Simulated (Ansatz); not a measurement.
Born–Oppenheimer molecular dynamics of a periodic cell of 20 atoms, In$_{2}$O$_{3}$ (start crystal In2O3, start structure R-3c, volume 1.15 times the crystal's). It goes on from the last frame of an earlier run, with new velocities.

The calculation used DFT LDA, scalar-relativistic, plane waves, PAW in Ansatz. Settings: accuracy low, PAW set soft_1, cutoff 420 eV, k mesh 3x3x3, fermi-dirac smearing 0.36 eV, no spin polarisation.

```yaml
ensemble: NVT, Langevin thermostat
time_step: 1.12 fs
steps_asked: 200
set_temperature: 3360 K
friction: 0.02 /fs
temperature_schedule: 150 steps to 300 K, then 50 steps to 300 K
seed: 155506
```

Frames 1.12 fs apart, positions in Å.

Velocities at 134.4 fs (Å/ps):

```
In -0.78 -2.06 -2.07
In 3.86 -6.79 0.29
In 0.34 3.93 -6.67
In -0.23 5.89 -6.67
O -4.28 -4.78 -3.93
O -7.79 -12.36 -12.95
O 3.64 15.41 -0.37
O -13.15 3.29 3.71
O -1.10 7.75 5.38
O 4.52 -9.09 -1.82
In 5.39 -0.40 3.09
In 4.71 0.69 0.04
In 0.22 -2.85 1.69
In 7.75 -5.40 1.94
O 3.29 7.48 3.50
O 14.74 -0.21 -23.31
O 2.73 4.83 -1.20
O 3.42 -14.53 18.98
O -6.32 7.45 22.01
O -0.04 16.12 4.26
```

```xyz
20
Lattice="-2.8896 -1.6683 10.1913 2.8896 -1.6683 10.1913 0.0000 3.3367 10.1913" Properties=species:S:1:pos:R:3 time_fs=134.4 energy_less_start_eV=-1.972 T=1952
In 0.199 -0.070 9.146
In 0.242 -0.279 12.339
In 0.441 -0.005 6.197
In 0.002 -0.783 3.062
O 1.926 -1.356 17.745
O -1.763 0.752 16.276
O 2.409 3.029 16.385
O -0.774 -1.187 18.995
O 1.529 0.928 18.390
O -0.559 1.321 18.964
In -0.200 -0.097 24.968
In 0.221 0.352 28.594
In -0.090 0.243 20.626
In 0.254 0.288 16.864
O 1.123 1.424 11.629
O 0.940 -2.123 11.998
O -1.043 -0.056 10.756
O 0.636 1.756 15.205
O -0.860 -1.706 13.723
O 1.971 -0.599 13.881
20
Lattice="-2.8896 -1.6683 10.1913 2.8896 -1.6683 10.1913 0.0000 3.3367 10.1913" Properties=species:S:1:pos:R:3 time_fs=135.52 energy_less_start_eV=-2.179 T=2003
In 0.198 -0.072 9.144
In 0.247 -0.287 12.340
In 0.442 -0.001 6.190
In 0.002 -0.776 3.054
O 1.922 -1.362 17.740
O -1.771 0.738 16.262
O 2.415 3.045 16.384
O -0.788 -1.183 18.999
O 1.526 0.938 18.396
O -0.556 1.311 18.962
In -0.194 -0.098 24.971
In 0.226 0.353 28.594
In -0.090 0.240 20.628
In 0.262 0.282 16.866
O 1.127 1.433 11.633
O 0.957 -2.125 11.971
O -1.039 -0.051 10.754
O 0.638 1.739 15.225
O -0.868 -1.696 13.747
O 1.970 -0.581 13.887
20
Lattice="-2.8896 -1.6683 10.1913 2.8896 -1.6683 10.1913 0.0000 3.3367 10.1913" Properties=species:S:1:pos:R:3 time_fs=136.64 energy_less_start_eV=-2.389 T=1952
In 0.198 -0.075 9.143
In 0.251 -0.295 12.341
In 0.443 0.003 6.182
In 0.001 -0.770 3.047
O 1.916 -1.371 17.733
O -1.779 0.725 16.249
O 2.422 3.061 16.384
O -0.800 -1.181 19.003
O 1.523 0.947 18.402
O -0.555 1.302 18.960
In -0.188 -0.099 24.975
In 0.232 0.355 28.593
In -0.090 0.238 20.631
In 0.271 0.276 16.868
O 1.130 1.442 11.638
O 0.976 -2.128 11.945
O -1.035 -0.047 10.752
O 0.637 1.719 15.245
O -0.878 -1.686 13.769
O 1.966 -0.564 13.895
20
Lattice="-2.8896 -1.6683 10.1913 2.8896 -1.6683 10.1913 0.0000 3.3367 10.1913" Properties=species:S:1:pos:R:3 time_fs=137.76 energy_less_start_eV=-2.585 T=1953
In 0.197 -0.077 9.141
In 0.256 -0.303 12.342
In 0.444 0.008 6.175
In 0.000 -0.764 3.039
O 1.911 -1.380 17.725
O -1.786 0.712 16.238
O 2.430 3.078 16.383
O -0.810 -1.182 19.008
O 1.518 0.956 18.409
O -0.555 1.293 18.958
In -0.183 -0.100 24.979
In 0.239 0.356 28.593
In -0.089 0.236 20.633
In 0.279 0.271 16.870
O 1.133 1.454 11.640
O 0.995 -2.132 11.919
O -1.030 -0.044 10.752
O 0.636 1.697 15.266
O -0.888 -1.679 13.791
O 1.963 -0.549 13.903
20
Lattice="-2.8896 -1.6683 10.1913 2.8896 -1.6683 10.1913 0.0000 3.3367 10.1913" Properties=species:S:1:pos:R:3 time_fs=138.88 energy_less_start_eV=-2.765 T=1941
In 0.197 -0.079 9.139
In 0.260 -0.311 12.344
In 0.446 0.013 6.168
In 0.000 -0.759 3.031
O 1.909 -1.389 17.714
O -1.790 0.699 16.230
O 2.438 3.097 16.383
O -0.820 -1.183 19.014
O 1.511 0.965 18.415
O -0.557 1.287 18.954
In -0.177 -0.101 24.982
In 0.246 0.358 28.592
In -0.088 0.234 20.635
In 0.287 0.266 16.871
O 1.136 1.465 11.641
O 1.013 -2.137 11.894
O -1.027 -0.041 10.752
O 0.634 1.674 15.289
O -0.900 -1.676 13.812
O 1.962 -0.535 13.912
20
Lattice="-2.8896 -1.6683 10.1913 2.8896 -1.6683 10.1913 0.0000 3.3367 10.1913" Properties=species:S:1:pos:R:3 time_fs=140 energy_less_start_eV=-2.931 T=1945
In 0.195 -0.081 9.138
In 0.264 -0.319 12.346
In 0.448 0.018 6.161
In -0.001 -0.754 3.023
O 1.907 -1.396 17.701
O -1.794 0.687 16.223
O 2.447 3.115 16.385
O -0.829 -1.183 19.021
O 1.503 0.975 18.421
O -0.560 1.283 18.950
In -0.171 -0.101 24.984
In 0.254 0.361 28.591
In -0.087 0.233 20.637
In 0.296 0.260 16.873
O 1.139 1.476 11.641
O 1.032 -2.142 11.868
O -1.025 -0.039 10.750
O 0.634 1.653 15.310
O -0.912 -1.674 13.832
O 1.961 -0.520 13.919
20
Lattice="-2.8896 -1.6683 10.1913 2.8896 -1.6683 10.1913 0.0000 3.3367 10.1913" Properties=species:S:1:pos:R:3 time_fs=141.12 energy_less_start_eV=-3.086 T=1975
In 0.194 -0.083 9.136
In 0.268 -0.326 12.349
In 0.450 0.024 6.153
In -0.001 -0.748 3.016
O 1.905 -1.403 17.688
O -1.796 0.674 16.217
O 2.458 3.134 16.387
O -0.836 -1.186 19.029
O 1.496 0.985 18.427
O -0.566 1.282 18.943
In -0.166 -0.102 24.985
In 0.262 0.364 28.591
In -0.085 0.231 20.640
In 0.304 0.254 16.875
O 1.141 1.488 11.643
O 1.050 -2.145 11.842
O -1.019 -0.036 10.746
O 0.635 1.630 15.327
O -0.925 -1.670 13.852
O 1.961 -0.507 13.926
20
Lattice="-2.8896 -1.6683 10.1913 2.8896 -1.6683 10.1913 0.0000 3.3367 10.1913" Properties=species:S:1:pos:R:3 time_fs=142.24 energy_less_start_eV=-3.228 T=1976
In 0.193 -0.084 9.134
In 0.271 -0.333 12.352
In 0.452 0.030 6.146
In -0.002 -0.743 3.009
O 1.901 -1.412 17.674
O -1.799 0.661 16.212
O 2.470 3.153 16.392
O -0.841 -1.189 19.040
O 1.490 0.995 18.431
O -0.572 1.282 18.936
In -0.160 -0.103 24.986
In 0.270 0.368 28.590
In -0.084 0.229 20.643
In 0.312 0.249 16.878
O 1.143 1.498 11.645
O 1.069 -2.149 11.815
O -1.013 -0.031 10.739
O 0.635 1.607 15.342
O -0.938 -1.665 13.871
O 1.961 -0.493 13.931
20
Lattice="-2.8896 -1.6683 10.1913 2.8896 -1.6683 10.1913 0.0000 3.3367 10.1913" Properties=species:S:1:pos:R:3 time_fs=143.36 energy_less_start_eV=-3.356 T=2022
In 0.192 -0.085 9.132
In 0.274 -0.341 12.354
In 0.454 0.036 6.140
In -0.002 -0.737 3.002
O 1.899 -1.420 17.659
O -1.802 0.648 16.207
O 2.485 3.171 16.397
O -0.843 -1.194 19.051
O 1.486 1.007 18.435
O -0.581 1.284 18.928
In -0.155 -0.104 24.987
In 0.278 0.372 28.590
In -0.083 0.226 20.647
In 0.320 0.242 16.882
O 1.143 1.509 11.648
O 1.088 -2.152 11.788
O -1.007 -0.025 10.731
O 0.636 1.583 15.356
O -0.950 -1.660 13.890
O 1.962 -0.479 13.934
20
Lattice="-2.8896 -1.6683 10.1913 2.8896 -1.6683 10.1913 0.0000 3.3367 10.1913" Properties=species:S:1:pos:R:3 time_fs=144.48 energy_less_start_eV=-3.468 T=2070
In 0.191 -0.086 9.131
In 0.278 -0.349 12.357
In 0.456 0.041 6.133
In -0.003 -0.732 2.995
O 1.897 -1.429 17.644
O -1.806 0.636 16.203
O 2.502 3.189 16.403
O -0.844 -1.201 19.062
O 1.482 1.020 18.437
O -0.593 1.286 18.919
In -0.150 -0.104 24.988
In 0.286 0.377 28.589
In -0.083 0.223 20.650
In 0.327 0.236 16.885
O 1.141 1.520 11.650
O 1.105 -2.155 11.761
O -1.002 -0.018 10.724
O 0.637 1.559 15.370
O -0.960 -1.655 13.906
O 1.963 -0.466 13.937
20
Lattice="-2.8896 -1.6683 10.1913 2.8896 -1.6683 10.1913 0.0000 3.3367 10.1913" Properties=species:S:1:pos:R:3 time_fs=145.6 energy_less_start_eV=-3.565 T=2037
In 0.189 -0.087 9.130
In 0.281 -0.357 12.360
In 0.457 0.046 6.126
In -0.004 -0.726 2.989
O 1.893 -1.438 17.628
O -1.810 0.625 16.199
O 2.520 3.207 16.413
O -0.844 -1.208 19.073
O 1.481 1.033 18.439
O -0.609 1.291 18.908
In -0.145 -0.106 24.990
In 0.294 0.383 28.589
In -0.083 0.219 20.653
In 0.334 0.231 16.889
O 1.139 1.531 11.651
O 1.124 -2.156 11.734
O -0.998 -0.012 10.717
O 0.635 1.534 15.382
O -0.970 -1.649 13.921
O 1.963 -0.453 13.940
```

Of the whole run (224 fs, mean temperature of the second half 1376 K): The schedule's set-point averaged 558 K over the second half and the system 1376 K, so it lags behind the ramp. A run of 0.22 ps of so small a system gives no equilibrium averages. Limits of this set-up: coarse k mesh, PAW files made for another functional, low accuracy level.

The run took 32 min on 4 threads of Arm Neoverse V2, on a shared host, peak memory 1.3 GiB.
